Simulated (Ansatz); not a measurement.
The system is Ti2Fe2H3.

```
CELL_PARAMETERS angstrom
4.46743 0.00000 0.00000
0.00000 2.75172 0.00000
-0.17045 0.00000 4.80448
ATOMIC_POSITIONS crystal
Fe 0.29845 0.00000 0.18079
Fe 0.78475 0.00000 0.82020
Ti 0.80812 0.50000 0.30597
Ti 0.28459 0.50000 0.69181
H 0.54767 0.00000 0.50558
H 0.96679 0.50000 0.94394
H 0.47363 0.50000 0.05170
```

The cell comes from a database or a generator and needn't be the stable form of this composition.

| Quantity | Value |
| --- | --- |
| Program | Ansatz 0.2.0 |
| Task | single point |
| Functional | PBE |
| Potentials or basis | Ansatz PAW |
| Cutoff | 420 eV (not typed: the program's choice for these potentials) |
| k mesh | 6 × 10 × 6 |
| Occupations | fermi-dirac, width 0.05 eV |
| Spin | collinear spin, ferromagnetic start |
| Starting moments | [3.0, 3.0, 1.0, 1.0, 0.0, 0.0, 0.0] μB |

On this cell: pressure 0.6 GPa; largest force 0.183 eV/Å; net moment 0.01 μB per cell; site moments Fe +0.67, -0.62; Ti -0.01, -0.02; H +0.00, +0.01, -0.01 μB; band gap on the k mesh none (metal or under the smearing width).

The same run follows on a disturbed copy (atoms moved at random, drawn with an rms of 0.05 Å):

```
CELL_PARAMETERS angstrom
4.46743 0.00000 0.00000
0.00000 2.75172 0.00000
-0.17045 0.00000 4.80448
ATOMIC_POSITIONS crystal
Fe 0.29787 0.98765 0.17664
Fe 0.78414 0.99622 0.82326
Ti 0.80920 0.50549 0.30858
Ti 0.28433 0.50614 0.68248
H 0.55268 0.00636 0.49661
H 0.96390 0.51328 0.94898
H 0.47396 0.50005 0.04723
```

Task: What does the disturbed cell give?

Result: The energy (extrapolated to zero smearing) moves by +5.5 meV/atom; pressure 0.4 GPa; largest force 0.434 eV/Å; net moment 0.00 μB per cell; site moments Fe +0.67, -0.64; Ti -0.00, -0.01; H +0.00, +0.01, -0.01 μB; band gap on the k mesh none (metal or under the smearing width).

Forces on the atoms (eV/Å):
```
Fe   0.030  0.202  0.186
Fe  -0.053  0.218 -0.345
Ti  -0.120 -0.035 -0.207
Ti   0.039 -0.023  0.432
H   -0.095 -0.072  0.108
H    0.215 -0.175 -0.156
H   -0.017 -0.115 -0.017
```

Stress tensor (GPa, compression positive):
```
 1.86 -0.64  0.61
-0.64 -0.10 -0.05
 0.61 -0.05 -0.56
```

Caveats: the starting moments weren't kept.
